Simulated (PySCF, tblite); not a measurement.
**C4H3N2O radical: geometry, infrared bands and EPR parameters**

Aim: predict the infrared bands and EPR parameters of C4H3N2O radical (`O=Cc1n[c]c[nH]1`).

Computed with tblite 0.8.0 and PySCF 2.14.0, with density-fitted response routines of our own, on a single molecule in the gas phase. Atoms count from 0, in the outputs and in this text.

**1. The molecule as given**

10 atoms, charge 0, multiplicity 2; geometry from: force field or distance geometry start.

Bonds of the start (Å): O0–C1 1.26, C1–C2 1.45, C2–N3 1.36, N3–C4 1.36, C4–C5 1.38, C5–N6 1.37, N6–C2 1.35, C1–H7 1.10, C5–H8 1.07, N6–H9 1.05.

**2. Relaxing the molecule with GFN2-xTB**

What the job is given:

```
{"job": {"kind": "relax", "xc": "GFN2-xTB", "basis": "xTB"}, "charge": 0, "multiplicity": 2}
O      2.297700     1.217200    -0.085700
C      1.856200     0.043500     0.013800
C      0.437400    -0.268600     0.034100
N     -0.145800    -1.488700     0.133100
C     -1.496600    -1.376100     0.116100
C     -1.763800    -0.030500    -0.029000
N     -0.568200     0.630300    -0.075500
H      2.544300    -0.808100     0.121300
H     -2.729000     0.420000    -0.084600
H     -0.423400     1.665600    -0.166200
```

Command:

```sh
OMP_NUM_THREADS=1 python probes_run.py task.json out
```

One launch serves the whole session: the jobs run in the order shown.

**Question.** This job is followed by: GFN2-xTB harmonic vibrations, gas phase; UKS B3LYP, pcH-1 on C H N O, non-relativistic, mean-field spin-orbit, GIAO. Predict these results of the whole session: strongest single infrared mode (GFN2-xTB); zero-point energy (GFN2-xTB); g(iso) (B3LYP); ⟨S²⟩; largest a(iso); potential on the surface of density 0.002 e/bohr³, 1st and 99th percentile.

**Answer**, as computed:

```
                                                                  quantity                  value
                                 strongest single infrared mode (GFN2-xTB)  1714 cm⁻¹, 407 km/mol
                                              zero-point energy (GFN2-xTB)          41.0 kcal/mol
                                                            g(iso) (B3LYP)                2.00198
                                                                      ⟨S²⟩     0.755 (exact 0.75)
                                                            largest a(iso)   13C on C4, 647.1 MHz
potential on the surface of density 0.002 e/bohr³, 1st and 99th percentile     -1.47 V and 2.59 V
```

In words: Over 22 steps the energy fell by 0.323 eV; of the close pairs, O0–C1 changed most, 1.258 to 1.210 Å. All 24 modes are real, so the xTB geometry is a minimum. The strongest single mode, at 1714 cm⁻¹, moves mainly C1 and O0. GFN2-xTB is a fitted tight-binding method: band positions and strengths are rough. Its intensities can rank the bands wrongly. Most of the unpaired spin sits on C4 (0.92 e). The isotropic g lies 0.3 ppt below the free-electron value. The conformer search found further structures of the same energy, which may be mirror or relabelled copies of this one.
